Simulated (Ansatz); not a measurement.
## Ni, space group Fm-3m: a fixed-spin-moment curve

Run with the Ansatz DFT code, driven from Python.

`ni_fsm.py`
```python
"""Fixed-spin-moment curve of Ni."""

import ansatz as az


def main() -> None:
    lattice = az.Lattice.of(
        [0.0, 1.761935, 1.761935],
        [1.761935, 0.0, 1.761935],
        [1.761935, 1.761935, 0.0],
    )
    sites = [
        ("Ni", [0.0, 0.0, 0.0]),
    ]
    ni = az.Crystal(lattice=lattice)
    for symbol, position in sites:
        ni = ni.atom(symbol, position)

    base = (
        ni.calculation()
        .functional("pbesol", dispersion="d3bjatm")
        .basis(420)
        .kpoints(mesh=(14, 14, 14), shift=0.5)
        .occupations("fermi_dirac", width=10 * az.meV)
        .initial_density(normalization="cell")
    )
    # a hard lock holds the total moment, with one Fermi level a spin
    rows = []
    for total in [0.0, 0.4, 0.9, 1.3, 1.8]:
        r = base.spin("collinear", total=total, lock="hard").run(threads=1, backend="cpu").report
        up, down = r["spin_fermi_energies_ev"]
        rows.append((total, r["free_energy_ev"], up - down, r["absolute_magnetization_mub"]))
    reference = rows[0][1]
    rows = [(m, 1000 * (e - reference), split, size) for m, e, split, size in rows]
    print("     total muB    F - F(0) meV  EF up - down eV    absolute muB")
    for row in rows:
        print(f"{str(row[0]):>14s}  {row[1]:14.2f}  {row[2]:15.4f}  {row[3]:14.3f}")
    best = min(rows, key=lambda row: row[1])
    print(f"lowest at {best[0]} muB per cell, {best[1]:.1f} meV against the first point")


if __name__ == "__main__":
    main()
```

Output of `python ni_fsm.py`:
```text
DeckWarning: crystal.symmetry: narrowed to the stabiliser of the k-point mesh — unitary ops 48 → 12; excluded 36 operations that carry a point of the 14×14×14 mesh (shift [0.5, 0.5, 0.5]) off the [...]
RunWarning: this spin-polarised run has no starting moment large enough to seed its density, and nothing else in its deck makes the two spin channels differ, so an SCF from that start keeps the [...]
     total muB    F - F(0) meV  EF up - down eV    absolute muB
           0.0            0.00           0.0000           0.000
           0.4          -32.76          -0.3012           0.476
           0.9          -16.69           0.7514           0.948
           1.3          261.95           2.1874           1.300
           1.8         1084.51           4.6105           1.800
lowest at 0.4 muB per cell, -32.8 meV against the first point
```
(Warnings from the package without file and line, shortened.)

The lowest point lies at 0.4 μB a cell, 32.8 meV below the point at 0 μB; at 1.8 μB the energy is 1117 meV above the lowest.

The settings weren't tested for convergence. Dispersion corrections can be off by several per cent in the lattices of metals, and by several GPa in the pressure at a fixed cell. The mesh is modest for a metal, so energies can be off by several to tens of meV an atom and pressures by half a GPa or more; differences at equal mesh fare better. Only points where the Fermi levels of the two spins meet (minima, maxima and zero moment) are free solutions; a shallow minimum can lie between the points. It ran for 43 s on 1 thread of Intel(R) Xeon(R) Platinum 8259CL CPU @ 2.50GHz (Skylake/Cascade Lake), with other jobs on the host, peak memory 0.46 GiB.
